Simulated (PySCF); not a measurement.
# C₄H₁₁PSeSi: magnetic properties

Aim: compute the magnetic properties of C₄H₁₁PSeSi (`[Se]=[PH]1CC[SiH2]CC1`).

Computed with PySCF 2.14.0 and routines of our own; the level stands in each step. Atoms count from 0.

1 further run of the same task is left out (for a known fault of the program).

## 1. The system as given

18 atoms, charge 0, multiplicity 1; geometry from: GFN2-xTB.

## 2. Magnetic properties: GIAO KT3/pcSseg-1

What the job is given:

```
{"job": {"kind": "mag", "xc": "KT3", "basis": "pcSseg-1", "isotopologues": 2}, "charge": 0, "multiplicity": 1}
Se    -2.516134    -1.196333    -1.161874
P     -1.429642    -0.565170     0.493557
C      0.149180    -1.454354     0.792435
C      1.065069    -1.257028    -0.410330
Si     1.504454     0.580732    -0.644743
C     -0.133754     1.551727    -0.679102
C     -1.002729     1.220410     0.529181
H     -2.085099    -0.726169     1.723626
H     -0.099404    -2.512215     0.933533
H      0.605284    -1.079462     1.712806
H      0.544748    -1.623339    -1.299284
H      1.959284    -1.871043    -0.295426
H      2.234700     0.772968    -1.895685
H      2.285648     1.023752     0.521556
H      0.040765     2.627794    -0.720256
H     -0.691738     1.290293    -1.582119
H     -0.492060     1.448495     1.468661
H     -1.947330     1.775261     0.501810
```

With the program's defaults for keys left out, this is: GIAO KT3/pcSseg-1 magnetisability, rotational g tensor and spin-rotation constants, non-relativistic, gas phase.

Run with:

```
> OMP_NUM_THREADS=1 python excited_run.py task.json out
```

This one command runs all jobs of the session in turn.

Output:

```text
coarse grid: 68072 points
cycle   1  E = -3207.3291034217  dE = -3.476e-01  |g| = 6.920e-01  |ddm| = 4.055e+00
cycle   2  E = -3207.1798135535  dE =  1.493e-01  |g| = 9.259e-01  |ddm| = 2.230e+00
cycle   3  E = -3207.4232507170  dE = -2.434e-01  |g| = 1.975e-01  |ddm| = 1.674e+00
cycle   4  E = -3207.4302952624  dE = -7.045e-03  |g| = 9.801e-02  |ddm| = 4.136e-01
cycle   5  E = -3207.4329541595  dE = -2.659e-03  |g| = 3.230e-02  |ddm| = 2.208e-01
cycle   6  E = -3207.4333007178  dE = -3.466e-04  |g| = 6.549e-03  |ddm| = 7.488e-02
cycle   7  E = -3207.4333121936  dE = -1.148e-05  |g| = 1.053e-03  |ddm| = 1.095e-02
cycle   8  E = -3207.4333124302  dE = -2.367e-07  |g| = 2.430e-04  |ddm| = 1.523e-03
final grid: 140856 points
cycle   9  E = -3207.4333431729  dE = -1.572e-07  |g| = 3.320e-04  |ddm| = 3.958e-03
cycle  10  E = -3207.4333431498  dE =  2.303e-08  |g| = 4.444e-04  |ddm| = 8.446e-04
cycle  11  E = -3207.4333431980  dE = -4.816e-08  |g| = 5.867e-05  |ddm| = 4.952e-04
cycle  12  E = -3207.4333431989  dE = -9.445e-10  |g| = 9.212e-06  |ddm| = 8.288e-05
converged SCF energy = -3207.4333431989

Magnetisability tensor (1e-30 J/T^2)
    -1810.50       19.56       65.02
       19.56    -1831.43       40.07
       65.02       40.07    -1716.35
isotropic -1786.09   principal values   -1844.52  -1842.98  -1670.77
isotropic susceptibility -107.561 1e-6 cm^3/mol

Inertial axes            a          b          c
rot. const./GHz      2.0564     0.7535     0.7172
chi total          -106.585   -111.008   -105.090
chi diamagnetic    -751.108  -1598.431  -1696.507
chi paramagnetic    644.523   1487.423   1591.418
quadrupole/D A       -7.938      4.615      3.323
g nuclear            0.6076     0.5200     0.5282
g electronic        -0.6227    -0.5265    -0.5362
g total             -0.0151    -0.0066    -0.0080

Spin-rotation constants (kHz, H = +C I.J)
atom  isotope        aa         bb         cc
  1    31P        2.921      1.276      1.065
  7     1H       -0.134     -0.059      0.033
  8     1H       -0.141      0.003     -0.086
  9     1H       -0.104     -0.082     -0.019
 10     1H       -0.100     -0.076     -0.020
 11     1H       -0.159     -0.008     -0.085
 12     1H       -0.166     -0.070      0.023
 13     1H       -0.031     -0.074     -0.021
 14     1H       -0.157     -0.009     -0.084
 15     1H       -0.102     -0.076     -0.019
 16     1H       -0.106     -0.082     -0.018
 17     1H       -0.140      0.003     -0.087
  0   77Se*       1.501      0.452      0.894
  2    13C*       0.308      0.126      0.134
  3    13C*       0.246      0.096      0.092
  4   29Si*      -1.176     -0.405     -0.415
* in the singly substituted isotopologue

Isotopologues: g along a, b, c
2H    at 7,8,9,10,11,12    -0.0123    -0.0062    -0.0074
13C   at 2                 -0.0149    -0.0066    -0.0080
```

Run time: 59 s. Hardware: 1 thread of Intel Xeon Platinum 8488C, shared host; peak memory 0.94 GiB.

In short:

| quantity | value |
| --- | --- |
| magnetisability | -1786·10⁻³⁰ J/T² |
| molar susceptibility | -107.6·10⁻⁶ cm³/mol |
| rotational g (a, b, c) | -0.0151, -0.0066, -0.0080 |

## 3. Magnetic properties: GIAO LDA/cc-pVDZ

Settings changed since step 2:

```diff
@@ -1,2 +1,2 @@
-{"job": {"kind": "mag", "xc": "KT3", "basis": "pcSseg-1", "isotopologues": 2}, "charge": 0, "multiplicity": 1}
+{"job": {"kind": "mag", "xc": "LDA", "basis": "cc-pVDZ", "scf": {"level_shift": 0.1}}, "charge": 0, "multiplicity": 1}
 Se    -2.516134    -1.196333    -1.161874
```

Level: GIAO LDA/cc-pVDZ magnetisability, rotational g tensor and spin-rotation constants, non-relativistic, gas phase.

Output:

```text
final grid: 140856 points
cycle   1  E = -3184.0119253281  dE = -1.660e-01  |g| = 5.641e-01  |ddm| = 7.772e+00
cycle   2  E = -3183.9422553508  dE =  6.967e-02  |g| = 7.684e-01  |ddm| = 2.939e+00
cycle   3  E = -3184.1079919604  dE = -1.657e-01  |g| = 1.244e-01  |ddm| = 1.348e+00
cycle   4  E = -3184.1134694994  dE = -5.478e-03  |g| = 2.506e-02  |ddm| = 3.220e-01
cycle   5  E = -3184.1136657366  dE = -1.962e-04  |g| = 7.965e-03  |ddm| = 7.206e-02
cycle   6  E = -3184.1136829310  dE = -1.719e-05  |g| = 3.923e-03  |ddm| = 2.332e-02
cycle   7  E = -3184.1136867316  dE = -3.801e-06  |g| = 8.638e-04  |ddm| = 8.531e-03
cycle   8  E = -3184.1136869463  dE = -2.147e-07  |g| = 1.955e-04  |ddm| = 1.915e-03
cycle   9  E = -3184.1136869579  dE = -1.168e-08  |g| = 4.441e-05  |ddm| = 4.135e-04
cycle  10  E = -3184.1136869587  dE = -7.371e-10  |g| = 1.610e-05  |ddm| = 1.191e-04
level shift removed, Fock matrix diagonalised once more
converged SCF energy = -3184.1136869587

Magnetisability tensor (1e-30 J/T^2)
    -1857.02       26.02       61.58
       26.02    -1891.51       40.92
       61.58       40.92    -1756.62
isotropic -1835.05   principal values   -1906.24  -1884.63  -1714.29
isotropic susceptibility -110.509 1e-6 cm^3/mol

Inertial axes            a          b          c
rot. const./GHz      2.0564     0.7535     0.7172
chi total          -109.285   -114.793   -107.449
chi diamagnetic    -749.983  -1598.520  -1696.148
chi paramagnetic    640.698   1483.727   1588.698
quadrupole/D A       -9.058      5.557      3.502
g nuclear            0.6076     0.5200     0.5282
g electronic        -0.6190    -0.5252    -0.5353
g total             -0.0114    -0.0053    -0.0071

Spin-rotation constants (kHz, H = +C I.J)
atom  isotope        aa         bb         cc
  1    31P        2.735      1.188      1.000
  7     1H       -0.134     -0.058      0.032
  8     1H       -0.143      0.003     -0.087
  9     1H       -0.104     -0.082     -0.019
 10     1H       -0.101     -0.077     -0.019
 11     1H       -0.158     -0.009     -0.085
 12     1H       -0.166     -0.070      0.023
 13     1H       -0.035     -0.074     -0.022
 14     1H       -0.156     -0.010     -0.085
 15     1H       -0.104     -0.077     -0.019
 16     1H       -0.107     -0.082     -0.018
 17     1H       -0.142      0.003     -0.088
  0   77Se*       1.381      0.401      0.884
  2    13C*       0.272      0.114      0.123
  3    13C*       0.204      0.081      0.078
  4   29Si*      -1.084     -0.372     -0.378
* in the singly substituted isotopologue
```

Run time: 45 s. Hardware: 1 thread of Intel Xeon Platinum 8488C, shared host; peak memory 0.71 GiB.

Key values:

| quantity | value |
| --- | --- |
| magnetisability | -1835·10⁻³⁰ J/T² |
| molar susceptibility | -110.5·10⁻⁶ cm³/mol |
| rotational g (a, b, c) | -0.0114, -0.0053, -0.0071 |

## 4. Magnetic properties side by side

| level | ξ (10⁻³⁰ J/T²) | g(a) | g(b) | gap (eV) | functions | time |
| --- | --- | --- | --- | --- | --- | --- |
| GIAO KT3/pcSseg-1 | -1786 | -0.0151 | -0.0066 | 4.60 | 212 | 59 s |
| GIAO LDA/cc-pVDZ | -1835 | -0.0114 | -0.0053 | 4.70 | 174 | 45 s |

## 5. Outcome

| quantity | value |
| --- | --- |
| magnetisability (step 2, GIAO KT3/pcSseg-1) | -1786·10⁻³⁰ J/T² |
| molar susceptibility (step 2, GIAO KT3/pcSseg-1) | -107.6·10⁻⁶ cm³/mol |
| rotational g (a, b, c) (step 2, GIAO KT3/pcSseg-1) | -0.0151, -0.0066, -0.0080 |
| magnetisability over the levels | -1835 to -1786·10⁻³⁰ J/T² |

Steps that list no spin-orbit terms leave them out, which matters at and beside the heavy atoms. The magnetisability spreads by 2.7 % over 2 levels, from GIAO LDA/cc-pVDZ (45 s) to GIAO KT3/pcSseg-1 (59 s); the runs took 45 s to 59 s. Two levels can agree by chance, so this spread shows no convergence. Vibrational averaging and real surroundings are missing from these values.
